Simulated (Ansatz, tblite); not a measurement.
# The cluster Sn5Cl4+: rung by rung

An exercise on one series of results from a longer session: the logs are not shown, and one member is left open.

The runs use Ansatz 0.2.0, Gaussian basis; as each input shows.

Levels to be run: GFN1-xTB, GFN2-xTB, PBE-D4/def2-SVP, r2SCAN-D4/def2-SVP, PBE-QIDH/def2-SVP, LDA/def2-SVP, MP2/def2-SVP.

8 further runs of the same task are left out: 4 that didn't finish, 4 set aside as unsound or not needed. Runs told in other sessions of the task aren't counted.

### The geometry

The doublet was relaxed beforehand with PBE-D4/def2-SVP. At that level it is the lowest of the isomers that a small search found.

9 atoms, charge 1, spin multiplicity 2.

Bond lengths: Sn1–Sn4 2.911 Å, Sn1–Cl9 2.564 Å, Sn2–Sn4 3.085 Å, Sn2–Cl6 2.639 Å, Sn2–Cl9 2.818 Å, Sn3–Sn4 3.035 Å, Sn3–Cl7 2.643 Å, Sn3–Cl8 2.559 Å, Sn4–Sn5 3.086 Å, Sn5–Cl6 2.589 Å, Sn5–Cl7 2.626 Å. Angles: Sn4–Sn1–Cl9 87.4°, Sn4–Sn2–Cl6 102.2°, Sn4–Sn2–Cl9 79.7°, Cl6–Sn2–Cl9 94.0°, Sn4–Sn3–Cl7 87.2°, Sn4–Sn3–Cl8 72.9°, Cl7–Sn3–Cl8 92.4°, Sn1–Sn4–Sn2 81.3°, Sn1–Sn4–Sn3 167.3°, Sn1–Sn4–Sn5 106.7°, Sn2–Sn4–Sn3 97.1°, Sn2–Sn4–Sn5 69.0°, Sn3–Sn4–Sn5 84.1°, Sn4–Sn5–Cl6 103.3°, Sn4–Sn5–Cl7 86.4°, Cl6–Sn5–Cl7 92.7°, Sn2–Cl6–Sn5 83.9°, Sn3–Cl7–Sn5 102.2° and more.

Sn takes a core potential in the def2 sets. No spin-orbit coupling is included. The ion is computed in the gas phase, without counter-ions or solvent.

PBE0-D4/def2-SVP was run before; its log isn't repeated, and its numbers join the tables.

Set-up of the first run:

Tight binding, by tblite at 300 K electronic temperature and without a spin-polarisation term:

```python
tblite.interface.Calculator('GFN1-xTB', numbers, positions, charge=1, uhf=1).singlepoint()
```

Tight binding, by tblite at 300 K electronic temperature and without a spin-polarisation term:

```python
tblite.interface.Calculator('GFN2-xTB', numbers, positions, charge=1, uhf=1).singlepoint()
```

start.molden holds the orbitals of an earlier run on this state, given as this run's starting guess.

Contents of in.yaml:

```yaml
crystal:
  periodic: [false, false, false]
  atoms:
    - {symbol: Sn, position_ang: [-0.312686, 3.644011, -0.631907]}
    - {symbol: Sn, position_ang: [-1.803961, 0.203708, 0.468395]}
    - {symbol: Sn, position_ang: [1.183450, -1.800518, -2.376928]}
    - {symbol: Sn, position_ang: [0.644076, 0.964511, -1.248006]}
    - {symbol: Sn, position_ang: [1.519996, -0.303889, 1.425971]}
    - {symbol: Cl, position_ang: [-0.701896, -1.176779, 2.428996]}
    - {symbol: Cl, position_ang: [1.915437, -2.512390, 0.060737]}
    - {symbol: Cl, position_ang: [-1.290094, -1.720534, -1.726549]}
    - {symbol: Cl, position_ang: [-1.154323, 2.701889, 1.599290]}
basis:
  gaussian: {orbitals: def2-SVP, initial_orbitals: start.molden}
total_charge: 1
magnetization: {spin_polarized: true, initial_magnetization: 1}
hamiltonian: {xc: pbe, dispersion: d4}
scf: {omitted_lower_state_checks: [starts]}
output: {orbitals: {seedname: orbitals}}
```

The run is started by

```sh
ansatz run in.yaml --threads 4 --pin off --events-out ev --progress --plain --max-ram 6963MiB
```

Among the steps run: PBE-D4/def2-SVP; r2SCAN-D4/def2-SVP; PBE-QIDH/def2-SVP; LDA/def2-SVP; MP2/def2-SVP.

One of the session's tables, all rows but one given; the rest of the session is left out.

| level | HOMO (eV) | LUMO (eV) | gap (eV) |
| --- | --- | --- | --- |
| LDA/def2-SVP | -8.69 | -8.35 | 0.34 |
| PBE-D4/def2-SVP | ? | ? | ? |
| r2SCAN-D4/def2-SVP | -8.91 | -8.04 | 0.87 |
| PBE0-D4/def2-SVP | -9.32 | -7.52 | 1.81 |

Estimate the missing values for PBE-D4/def2-SVP.

**Answer.** HOMO (eV): -8.55; LUMO (eV): -8.05; gap (eV): 0.50. In the column «HOMO (eV)» it is the highest.
